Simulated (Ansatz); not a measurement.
# C (diamond type): how the settings move a single-point run

Aim: see which settings change the result for C (diamond type), by how much, and at what cost.

Program: Ansatz 0.2.0. Level of theory: reference: DFT, PBE, PAW with Ansatz's default frozen-core files, scalar-relativistic. These are calculated values, not measurements.

## (1) The structure to begin with

Symmetry: Fd-3m, No. 227, cubic system. The conventional cell has a = 3.511 Å, b = 3.511 Å, c = 3.511 Å, α = 90.00°, β = 90.00°, γ = 90.00°. C (site symmetry -43m) has 4 C at 1.52 Å as nearest neighbours.

Coordinates:

```
CELL_PARAMETERS angstrom
0.00000 1.75554 1.75554
1.75554 0.00000 1.75554
1.75554 1.75554 0.00000
ATOMIC_POSITIONS crystal
C 0.87500 0.87500 0.87500
C 0.12500 0.12500 0.12500
```

## (2) Baseline

File input.yaml:

```yaml
crystal:
  lattice:
    - [0.0, 1.7555413604, 1.7555413604]
    - [1.7555413604, 0.0, 1.7555413604]
    - [1.7555413604, 1.7555413604, 0.0]
  atoms:
    - { symbol: C, position: [-0.125, -0.125, -0.125] }
    - { symbol: C, position: [0.125, 0.125, 0.125] }
kpoints:
  mp_grid: { grid: [18, 18, 18] }
scf:
  occupations: { method: fermi_dirac, width: 0.1 }
hamiltonian:
  xc: pbe
  pseudopotentials: { kind: paw }
output:
  forces: true
  stress: true
  eigenvalues: true
  populations: true
  write_density: true
  write_potential: true
  elf: true
  volumetric_format: npy
```

Started as:

```sh
ansatz run input.yaml --threads 1 --pin off --max-ram 2048MiB --backend cpu --events-out ev --progress --plain --runs-dir out
```

## (3) Changed: occupations.method cold, occupations.width 0.025

Changes to input.yaml since step 2:

```diff
@@ -11,3 +11,3 @@
 scf:
-  occupations: { method: fermi_dirac, width: 0.1 }
+  occupations: { method: cold, width: 0.025 }
 hamiltonian:
@@ -20,5 +20 @@
   populations: true
-  write_density: true
-  write_potential: true
-  elf: true
-  volumetric_format: npy
```

Before running it: what results should come out? Wanted: for each run, ending; energy change; pressure; gap; force.

As calculated:

```tsv
run	ending	energy change	pressure (GPa)	gap (eV)	force (eV/Å)	cycles	time
reference	converged	0	24.4	4.26	0.00	6	1.4 s
1: occupations.method cold, occupations.width 0.025	converged	0.0 meV/atom (σ→0)	24.4	4.26	0.00	4	1.6 s
```

Times don't compare one to one where runs were asked for different outputs or read a saved state (see the inputs); cycles may leave out searches for a lower state.

Residual by cycle in the longest SCF loop of each run; runs are numbered as in the table. The quantity is the density residual dr2, in eV.

```tsv
cycle	reference	run 1
1	1.5e-4	1.5e-4
2	2.4e-5	2.4e-5
3	6.1e-7	6.1e-7
4	5.8e-9	5.8e-9
5	3.3e-11	-
6	1.3e-12	-
```

The changed input (smearing) leaves the energy the same to the digits printed. The structure is not at rest: the sound run finds 24 GPa, so these are no properties of the relaxed crystal. 

The gaps are Kohn-Sham values of a semilocal functional, not quasiparticle or optical gaps. Such gaps usually fall short of the measured ones.
